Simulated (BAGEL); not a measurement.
# C2H5FSi (SMILES F/C=C\[SiH3]): levels of theory compared

Aim: a comparison of 3 runs (HF/STO-3G, HF/3-21G, HF/6-31G*) of C2H5FSi. 

The results are computed with BAGEL 1.2.2.

### Step 1. Starting point

C2H5FSi has 9 atoms, charge 0, and is taken as a singlet. SMILES: `F/C=C\[SiH3]`. The C2–H5 distance was set to 1.950 Å, away from the relaxed value. At this shape a bond of the SMILES string is far longer than usual.

Bond lengths: F1–C2 1.346 Å, C2–C3 1.319 Å, C3–Si4 1.886 Å, C3–H6 1.080 Å, Si4–H7 1.458 Å, Si4–H8 1.466 Å, Si4–H9 1.466 Å. Angles: F1–C2–C3 122.4°, C2–C3–Si4 125.4°, C2–C3–H6 116.0°, Si4–C3–H6 118.6°, C3–Si4–H7 110.5°, C3–Si4–H8 107.2°, C3–Si4–H9 107.3°, H7–Si4–H8 111.0°, H7–Si4–H9 110.9°, H8–Si4–H9 109.9°.

### Step 2. A single-point energy at HF/STO-3G (density fitting with qzvpp-jkfit) (run 1)

Contents of input.json:

```json
{ "bagel": [

{
  "title": "molecule",
  "basis": "sto-3g",
  "df_basis": "qzvpp-jkfit",
  "angstrom": "true",
  "geometry": [
    { "atom": "F", "xyz": [   -0.975864,    0.338801,   -1.608735 ] },
    { "atom": "C", "xyz": [    0.028756,    0.435231,   -0.718595 ] },
    { "atom": "C", "xyz": [    0.028686,   -0.228209,    0.421095 ] },
    { "atom": "Si", "xyz": [   -1.329624,   -1.399859,    1.003705 ] },
    { "atom": "H", "xyz": [    1.406220,    1.655860,   -1.363830 ] },
    { "atom": "H", "xyz": [    0.886366,   -0.073949,    1.058875 ] },
    { "atom": "H", "xyz": [   -2.388294,   -1.489169,    0.005245 ] },
    { "atom": "H", "xyz": [   -0.706864,   -2.708099,    1.227455 ] },
    { "atom": "H", "xyz": [   -1.847094,   -0.870679,    2.268985 ] }
  ]
},
{
  "title": "hf"
},
{
  "title": "print",
  "file": "orbitals.molden",
  "orbitals": "true"
}

]}
```

The run is started by

```console
$ BAGEL_NUM_THREADS=1 BAGEL input.json > input.out
```

The log of the run:

```text
* using 1 threads per process

  ===============================================================
  ===============================================================

  *** Geometry ***

  { "atom" : "F", "xyz" : [     -1.844116,      0.640241,     -3.040069 ] },
  { "atom" : "C", "xyz" : [      0.054341,      0.822467,     -1.357948 ] },
  { "atom" : "C", "xyz" : [      0.054209,     -0.431253,      0.795754 ] },
[... 5 lines of this table left out ...]
  { "atom" : "H", "xyz" : [     -3.490502,     -1.645345,      4.287760 ] },

  Number of auxiliary basis functions:      445

  Since a DF basis is specified, we compute 2- and 3-index integrals:
    o Being stored without compression. Storage requirement is 0.003 GB

  Number of basis functions:       29
  Number of electrons      :       40

    * METHOD: MOLECULE                             0.14

  *** RHF ***

  === Nuclear Repulsion ===
   149.9431453573

      * DIIS with orbital gradients will be used.

  === RHF iteration (sto-3g) ===
      0       -461.03397296          0.01637376           0.01
      1       -461.09884567          0.00783965           0.01
      2       -461.11237952          0.00181318           0.01
[... 10 lines of this table left out ...]
     13       -461.11387388          0.00000000           0.01
    * SCF iteration converged.

    * Permanent dipole moment:
           (   -0.004680,     0.167817,    -0.291273) a.u.

    * METHOD: HF                                   0.24

    * METHOD: PRINT                                0.00

  ===============================================================
```

Wall time 0.63 s (1 thread of AMD EPYC 7B13 (Zen 3), shared host); peak memory 0.08 GiB.

### Step 3. The energy at HF/3-21G (density fitting with qzvpp-jkfit) (run 2)

Edit input.json of step 2 so:

```diff
@@ -4,3 +4,3 @@
   "title": "molecule",
-  "basis": "sto-3g",
+  "basis": "3-21g",
   "df_basis": "qzvpp-jkfit",
@@ -19,10 +19,4 @@
 },
-{
-  "title": "hf"
-},
-{
-  "title": "print",
-  "file": "orbitals.molden",
-  "orbitals": "true"
-}
+{ "title": "hf" },
+{ "title": "print", "file": "orbitals.molden", "orbitals": "true" }
```

The run is started by

```console
$ BAGEL_NUM_THREADS=1 BAGEL input.json > input.out
```

The log of the run:

```text
* using 1 threads per process

  ===============================================================
  ===============================================================

  *** Geometry ***

  { "atom" : "F", "xyz" : [     -1.844116,      0.640241,     -3.040069 ] },
  { "atom" : "C", "xyz" : [      0.054341,      0.822467,     -1.357948 ] },
  { "atom" : "C", "xyz" : [      0.054209,     -0.431253,      0.795754 ] },
[... 5 lines of this table left out ...]
  { "atom" : "H", "xyz" : [     -3.490502,     -1.645345,      4.287760 ] },

  Number of auxiliary basis functions:      445

  Since a DF basis is specified, we compute 2- and 3-index integrals:
    o Being stored without compression. Storage requirement is 0.009 GB

  Number of basis functions:       50
  Number of electrons      :       40

    * METHOD: MOLECULE                             0.15

  *** RHF ***

  === Nuclear Repulsion ===
   149.9431453573

      * DIIS with orbital gradients will be used.

  === RHF iteration (3-21g) ===
      0       -464.22593830          0.01994142           0.03
      1       -464.29917319          0.01096891           0.03
      2       -464.31907294          0.00208236           0.02
[... 11 lines of this table left out ...]
     14       -464.32105178          0.00000001           0.02
    * SCF iteration converged.

    * Permanent dipole moment:
           (   -0.346609,     0.052222,    -0.452239) a.u.

    * METHOD: HF                                   0.48

    * METHOD: PRINT                                0.01

  ===============================================================
```

It took 0.89 s on 1 thread of AMD EPYC 7B13 (Zen 3), shared host; peak memory 0.08 GiB.

### Step 4. A single-point energy at HF/6-31G(d) (density fitting with qzvpp-jkfit, spherical functions) (run 3)

Contents of input.json:

```json
{ "bagel": [

{
  "title": "molecule",
  "basis": "6-31gs.json",
  "df_basis": "qzvpp-jkfit",
  "angstrom": "true",
  "geometry": [
    { "atom": "F", "xyz": [      -0.975864,       0.338801,      -1.608735 ] },
    { "atom": "C", "xyz": [       0.028756,       0.435231,      -0.718595 ] },
    { "atom": "C", "xyz": [       0.028686,      -0.228209,       0.421095 ] },
    { "atom": "Si", "xyz": [      -1.329624,      -1.399859,       1.003705 ] },
    { "atom": "H", "xyz": [       1.406220,       1.655860,      -1.363830 ] },
    { "atom": "H", "xyz": [       0.886366,      -0.073949,       1.058875 ] },
    { "atom": "H", "xyz": [      -2.388294,      -1.489169,       0.005245 ] },
    { "atom": "H", "xyz": [      -0.706864,      -2.708099,       1.227455 ] },
    { "atom": "H", "xyz": [      -1.847094,      -0.870679,       2.268985 ] }
  ]
},

{ "title": "hf" },

{ "title": "print", "file": "orbitals.molden", "orbitals": "true" }

]}
```

The basis set 6-31G* is read from a file made from the Basis Set Exchange's data (not shown).

The run is started by

```console
$ BAGEL_NUM_THREADS=1 BAGEL input.json > input.out
```

The log of the run:

```text
* using 1 threads per process

  ===============================================================
  ===============================================================

  *** Geometry ***

  { "atom" : "F", "xyz" : [     -1.844116,      0.640241,     -3.040069 ] },
  { "atom" : "C", "xyz" : [      0.054341,      0.822467,     -1.357948 ] },
  { "atom" : "C", "xyz" : [      0.054209,     -0.431253,      0.795754 ] },
[... 5 lines of this table left out ...]
  { "atom" : "H", "xyz" : [     -3.490502,     -1.645345,      4.287760 ] },

  Number of auxiliary basis functions:      445

  Since a DF basis is specified, we compute 2- and 3-index integrals:
    o Being stored without compression. Storage requirement is 0.017 GB

  Number of basis functions:       70
  Number of electrons      :       40

    * METHOD: MOLECULE                             0.20

  *** RHF ***

  === Nuclear Repulsion ===
   149.9431453573

      * DIIS with orbital gradients will be used.

  === RHF iteration (6-31gs.json) ===
      0       -466.66741400          0.01728972           0.04
      1       -466.77051803          0.00959197           0.04
      2       -466.80182260          0.00212975           0.04
[... 12 lines of this table left out ...]
     15       -466.80477985          0.00000001           0.04
    * SCF iteration converged.

    * Permanent dipole moment:
           (   -0.249285,     0.105834,    -0.442287) a.u.

    * METHOD: HF                                   0.75

    * METHOD: PRINT                                0.02

  ===============================================================
```

Run time: 1.2 s. Hardware: 1 thread of AMD EPYC 7B13 (Zen 3), shared host; peak memory 0.095 GiB.

### Step 5. Overview of the runs

| run | level | energy (Eh) | dipole moment (D) | HOMO energy (eV) | LUMO energy (eV) | wall time |
| --- | --- | --- | --- | --- | --- | --- |
| 1 | HF/STO-3G (density fitting with qzvpp-jkfit) | -461.113874 | 0.85 | -7.89 | 5.27 | 0.63 s |
| 2 | HF/3-21G (density fitting with qzvpp-jkfit) | -464.321052 | 1.45 | -10.63 | 1.61 | 0.89 s |
| 3 | HF/6-31G* (density fitting with qzvpp-jkfit, spherical functions) | -466.804780 | 1.32 | -10.61 | 1.53 | 1.2 s |

### Step 6. Results

| quantity | value |
| --- | --- |
| run 3: total energy | -466.80478 Eh |
| run 3: dipole moment | 1.32 D |
| run 3: HOMO energy | -10.61 eV |
| run 3: LUMO energy | 1.53 eV |
| run 3: HOMO–LUMO gap | 12.14 eV |

In words: The dipole moment (its size) runs from 0.85 D (HF/STO-3G) to 1.45 D (HF/3-21G). The HOMO–LUMO gap runs from 12.14 eV (HF/6-31G*) to 13.16 eV (HF/STO-3G). In run 1 the basis is minimal, so the values are rough. In runs 1, 2, 3 a closed-shell determinant meets a far-stretched bond, which it describes badly. All runs together took 2.7 s, the longest 1.2 s.
